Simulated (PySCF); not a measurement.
**CH₂Br₂: geometry, coupled-cluster ionisations and excitations**

The runs use PySCF 2.14.0, with density-fitted response routines of our own; the level of theory stands in each step. All values are computed, except where a source is named. Atoms count from 0, in the outputs and in this text.

### Step 1. Starting geometry

5 atoms, charge 0, multiplicity 1; geometry from: GFN2-xTB. The atoms were then displaced at random by about 0.01 Å, so the start is not that level's minimum.

Bonds of the start (Å): Br0–C1 1.91, C1–Br2 1.93, C1–H3 1.08, C1–H4 1.10.

### Step 2. Optimising the geometry at PBE0-D3(BJ)/def2-SVP

What the job is given:

```
{"job": {"xc": "PBE0", "basis": "def2-SVP", "d3": "d3bj", "grid": 1, "shake": 0.01, "kind": "geom"}, "charge": 0, "multiplicity": 1}
Br    -1.575850     0.888990    -0.025250
C     -0.006480    -0.191830     0.001170
Br     1.604580     0.866420    -0.048080
H      0.026830    -0.763570     0.920870
H     -0.015510    -0.833970    -0.886590
```

The run is started by

```sh
$ OMP_NUM_THREADS=1 python probes_run.py task.json out
```

The driver reads the jobs from task.json and runs them one after another.

Q: Estimate the wall time and peak memory of this first job on 1 thread of Intel Xeon Platinum 8259CL at 2.50GHz, shared host.

About 15 s, with a peak of 0.36 GiB.
